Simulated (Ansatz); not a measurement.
# Sb3C: the cost of one run

Program: Ansatz 0.2.0. Level of theory: DFT PBE, scalar-relativistic, plane waves, PAW. These are calculated values, not measurements.

## Step 1: The starting structure

Symmetry: I4/mmm, No. 139, tetragonal system. Conventional cell: a = 4.344 Å, b = 4.344 Å, c = 9.703 Å, α = 90.00°, β = 90.00°, γ = 90.00°. Around Sb (site symmetry 4/mmm) lie 4 C at 3.07 Å and 8 Sb at 3.26 Å. Sb (site symmetry -4m2) is surrounded by 8 Sb at 3.07 to 3.26 Å and 4 C at 3.26 Å. C (site symmetry 4/mmm) has 12 Sb at 3.07 to 3.26 Å as nearest neighbours.

Structure file:

```cif
data_structure
_symmetry_space_group_name_H-M 'I4/mmm'
_symmetry_Int_Tables_number 139
_cell_length_a 4.3440
_cell_length_b 4.3440
_cell_length_c 9.7035
_cell_angle_alpha 90.000
_cell_angle_beta 90.000
_cell_angle_gamma 90.000
_cell_volume 183.11
loop_
_atom_site_label
_atom_site_type_symbol
_atom_site_symmetry_multiplicity
_atom_site_Wyckoff_symbol
_atom_site_fract_x
_atom_site_fract_y
_atom_site_fract_z
_atom_site_occupancy
Sb1 Sb 2 b 0.50000 0.50000 0.00000 1
Sb2 Sb 4 d 0.50000 0.00000 0.25000 1
C1 C 2 a 0.00000 0.00000 0.00000 1
```

This is candidate A: TiAl3 (D0_22) type (I4/mmm, No. 139).

(A quick probe on a coarse mesh, which set the mesh and smearing, is not shown.)

## Step 3: Full relaxation (candidate A)

Contents of input.yaml:

```yaml
crystal:
  lattice:
    - [-2.1720035273, 2.1720035273, 4.851748139]
    - [2.1720035273, -2.1720035273, 4.851748139]
    - [2.1720035273, 2.1720035273, -4.851748139]
  atoms:
    - { symbol: Sb, position: [0.5, 0.5, 0.0] }
    - { symbol: Sb, position: [0.25, 0.75, 0.5] }
    - { symbol: Sb, position: [0.75, 0.25, 0.5] }
    - { symbol: C, position: [0.0, 0.0, 0.0] }
basis:
  ecutwfc: 420
kpoints:
  mp_grid: { grid: [16, 16, 16] }
hamiltonian:
  xc: pbe
scf:
  occupations: { method: gaussian, width: 0.1 }
output:
  forces: true
  stress: true
  eigenvalues: true
relax:
  adjacent_minimum: "off"
  f_tol: 0.01
  max_steps: 80
  cell: { stress_tol: 0.05 }
```

Started as:

```bash
> ansatz run input.yaml --threads 1 --pin off --max-ram 2560MiB --backend cpu --events-out ev --progress --plain --runs-dir out
```

Q: Estimate wall time and peak memory on 1 thread of an x86-64 CPU, shared host.

About 12 min, with a peak of 0.95 GiB.
